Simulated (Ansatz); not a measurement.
# BeSn2: properties of a relaxed candidate

This session takes a relaxed cell of BeSn2 and sets out to compute bands, density of states and charges.

Program: Ansatz 0.2.0. Level of theory: DFT PBE, scalar-relativistic, plane waves, PAW. These are calculated values, not measurements.

1 further run of the same task is left out (set aside as unsound or not needed). Runs told in other sessions of the task aren't counted.

## (1) The starting structure

It takes space group P-3m1 (No. 164, trigonal). The conventional cell has a = 3.944 Å, b = 3.944 Å, c = 4.927 Å, α = 90.00°, β = 90.00°, γ = 120.00°. Be (site symmetry -3m) is surrounded by 6 Sn at 2.59 Å. Sn (site symmetry 3m) has 3 Be at 2.59 Å in its first shell of neighbours.

Structure file:

```
Be Sn
1.0
     3.94438    0.00000    0.00000
    -1.97219    3.41593    0.00000
     0.00000    0.00000    4.92727
Be Sn
1 2
Direct
  0.00000 0.00000 0.50000
  0.33333 0.66667 0.74882
  0.66667 0.33333 0.25118
```

The cell was relaxed beforehand at this level, from a generated guess; it needn't be the stable form of this composition. At a tolerance of 0.05 Å it has space group P-3m1 (No. 164); it has 22.13 Å³/atom, an uncorrected energy of +0.30 eV/atom over the elements.

## (2) Static run: bands, density of states and charges

Input file input.yaml:

```yaml
crystal:
  lattice:
    - [3.9443776601, 0.0, 0.0]
    - [-1.97218883, 3.4159312558, 0.0]
    - [0.0, 0.0, 4.927266056]
  atoms:
    - { symbol: Be, position: [0.0, 0.0, 0.5] }
    - { symbol: Sn, position: [0.3333333333, 0.6666666667, 0.7488178296] }
    - { symbol: Sn, position: [0.6666666667, 0.3333333333, 0.2511821704] }
basis:
  ecutwfc: 420
kpoints:
  mp_grid: { grid: [12, 12, 10] }
  band_path:
    path:
      - [[0.0, 0.0, 0.0], [0.5, 0.0, 0.0], [0.33333333, 0.33333333, 0.0], [0.0, 0.0, 0.0], [0.0, 0.0, 0.5], [0.5, 0.0, 0.5], [0.33333333, 0.33333333, 0.5], [0.0, 0.0, 0.5]]
      - [[0.5, 0.0, 0.5], [0.5, 0.0, 0.0]]
      - [[0.33333333, 0.33333333, 0.5], [0.33333333, 0.33333333, 0.0]]
    npoints: 14
hamiltonian:
  xc: pbe
scf:
  occupations: { method: gaussian, width: 0.1 }
  n_extra_bands: 7
output:
  forces: true
  stress: true
  eigenvalues: true
  populations: true
  dos: { projected: true, de: 0.02, nscf_kmesh: { grid: [15, 15, 12] } }
  bader: true
  write_density: true
  write_potential: true
  elf: true
  volumetric_format: npy
```

The run is started by

```
ansatz run input.yaml --threads 1 --pin off --max-ram 2560MiB --backend cpu --events-out ev --progress --plain --runs-dir out
```

Q: Predict the outcome of this session. Wanted: gap; states at the Fermi level; Bader charges.

**Answer**, as computed:

| quantity | value |
| --- | --- |
| gap | none (metal) |
| states at the Fermi level | 1.39 per eV per cell |
| Bader charges | Be +0.65, Sn -0.33 e |

In words: Bands cross the Fermi level: a metal at this level of theory. Of the projected weight within 0.25 eV of the Fermi level, the largest part is Sn 5p (86 %). The projections leave out shells that the potentials don't hold, such as empty d states. Bader charges reach 0.7 e, so charge transfer in this metal is moderate.
